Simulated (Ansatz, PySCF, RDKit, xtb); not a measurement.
**GaSiH3BrF: a search for the lowest isomer**

Only the formula GaSiH3BrF is given. Aim: find the structure of lowest free energy at 298.15 K, then its properties.

Plan: many cheap relaxations first (GFN2-xTB), then density-functional screening, relaxation at PBE0-D3(BJ)/def2-SVP, vibrations and a final energy. The numbers are computed, not measured.

8 further runs of the same task are left out: 1 for a known fault of the program, 7 set aside as unsound or not needed.

## (1) Candidates

A program enumerates the bonding patterns with one Lewis structure each (two rings at most, one unusual centre or charged pair), with their diastereomers. O–O, O–halogen and N–halogen bonds and N–N–N chains are not drawn. That gives 8 candidates.

```
label                   SMILES     spin
 c103        F[Si@H]([GaH2])Br  singlet
 c550         F[SiH2][GaH][Br]  singlet
 c678       F[SiH+][GaH2-][Br]  singlet
 c849      [F][Ga]([SiH3])[Br]  singlet
 c863  [F][Ga@H-]([SiH2+])[Br]  singlet
 c943         [F][GaH][SiH2]Br  singlet
 c965       [F][GaH2-][SiH+]Br  singlet
```

Candidates are built by distance geometry, with a force field where one applies, in up to four conformers (letters a to d). 16 starts with atoms placed at random are added, to find patterns that the rules miss.

**Question.** With final energies at CCSD(T)/def2-SVP + MP2/def2-TZVPP - MP2/def2-SVP, which structure will this search put lowest in free energy, and by what margin?

| quantity | value |
| --- | --- |
| lowest structure found | F[SiH2][GaH][Br], singlet, Cs |
| next finalist | [F][Ga]([SiH3])[Br], singlet, 4.2 kcal/mol higher in G |
| share at equilibrium, among the finalists | 99.9 % |
| harmonic wavenumbers, lowest and highest (PBE0-D3(BJ)/def2-SVP) | 34 and 2244 cm⁻¹ |
| rotational constants, same geometry | 0.2077, 0.02703, 0.02412 cm⁻¹ |
| dipole moment (PBE0/def2-TZVPD) | 0.64 D |
| HOMO energy (PBE0/def2-TZVPD) | -7.82 eV |
| LUMO energy (PBE0/def2-TZVPD) | -2.38 eV |
| HOMO–LUMO gap (PBE0/def2-TZVPD) | 5.44 eV |
| lowest excitation (TD-B3LYP/def2-SVPD) | 4.01 eV (f = 0.002) |
| strongest of the states computed, same level | 6.16 eV (f = 0.126) |
| lowest triplet excitation, same level, Tamm-Dancoff | 3.62 eV |
| vertical ionisation energy | 9.73 eV |
| vertical electron affinity | 0.80 eV |
| vertical triplet less singlet | +3.67 eV |

The lowest structure found is `F[SiH2][GaH][Br]`. Among the finalists first place is clear (4.2 kcal/mol); structures outside the list aren't covered. HF/def2-SVP already puts its bonding pattern lowest among the structures in one piece; r2SCAN-D4/def2-SVP, PBE0-D3(BJ)/def2-SVP and MP2/def2-SVP favour the singlet [F][Ga]([SiH3])[Br]. 2 minima inside the window were never screened. A loose complex, c997, lay +0.2 kcal/mol from the best structure in one piece at the screening level; it was neither relaxed nor ranked, and may be the true minimum. Lowest found is not proven lowest: the search is finite, and each finalist counts with one conformer. Patterns outside the rules of the enumeration were met only by chance. The lowest isomer need not be the one that is made and kept in a bottle, which depends on barriers.
